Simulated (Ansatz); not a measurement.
Runs of Ansatz 0.2.0 on HfMoC2. The structure is tetragonal, space group P4/mmm (No. 123). The conventional cell has a = 3.191 Å, b = 3.191 Å, c = 4.485 Å, α = 90.00°, β = 90.00°, γ = 90.00°. Hf (site symmetry 4/mmm) has 6 C at 2.24 to 2.26 Å as nearest neighbours. Mo (site symmetry 4/mmm) has 6 C at 2.24 to 2.26 Å as nearest neighbours. C (site symmetry 4/mmm) is surrounded by 2 Mo at 2.24 Å and 4 Hf at 2.26 Å. Around C (site symmetry 4/mmm) lie 2 Hf at 2.24 Å and 4 Mo at 2.26 Å. The cell comes from a database or a generator and needn't be the stable form of this composition.

| task | level | U | cell | k mesh | cutoff (eV) | hubbard projectors | double counting | points for each segment of the path | mesh quality | gap on the mesh (eV) | pressure (GPa) | V0 of scaled cells (Å³/atom) | B0 (GPa) |
| --- | --- | --- | --- | --- | --- | --- | --- | --- | --- | --- | --- | --- | --- |
| equation of state | r2SCAN | - | as given | 8 × 8 × 6 | 500 | - | - | - | not flagged | - | - | 11.30 | 289 |
| relaxation of cell and atoms | PBEsol+U | Hf d U = 4 eV, Mo d U = 4 eV | relaxed | 8 × 8 × 6 | 420 | ortho-atomic (the default) | fll (the default) | - | not flagged | none | 0.0 | - | - |
| equation of state | PBE | - | as given | 8 × 8 × 6 | 420 | - | - | - | not flagged | - | - | 11.37 | (b) |
| band structure | PBEsol | - | as given | 5 × 5 × 4 | 420 | - | - | 14 | coarse | none | -8.6 | - | - |
| band structure | BLYP | - | as given | 5 × 5 × 4 | 420 | - | - | 14 | coarse | none | (a) | - | - |

Alike in all rows: potentials or basis Ansatz PAW; no spin polarisation; smearing fermi-dirac 0.05 eV.

**Question.** Fill in the values left out.

**Answer.** (a) 9.1; (b) 277.

Caveats: some runs use coarse meshes; the PAW data sets come from PBE, with cores solved anew for the run's functional, which leaves a small shift of forces and pressure (some runs); the cell was scaled at fixed shape and fractional positions, which overstates the stiffness of a crystal with free parameters, most of all of layers and chains (some runs); the plane-wave basis is chosen anew once the cell has moved, so the energies of steps on either side of that aren't comparable (some runs); U without spin polarisation on a metal has little footing (some runs); the U is typed as a test and isn't derived for this compound (some runs); the potentials were made for another functional, which shifts forces and pressure (some runs).

A k mesh can miss the band edges, and the runs leave out spin-orbit coupling on Hf, Mo.

A gap of «none» marks a metal or a gap under the smearing width.

Not every run made on this cell is shown here.
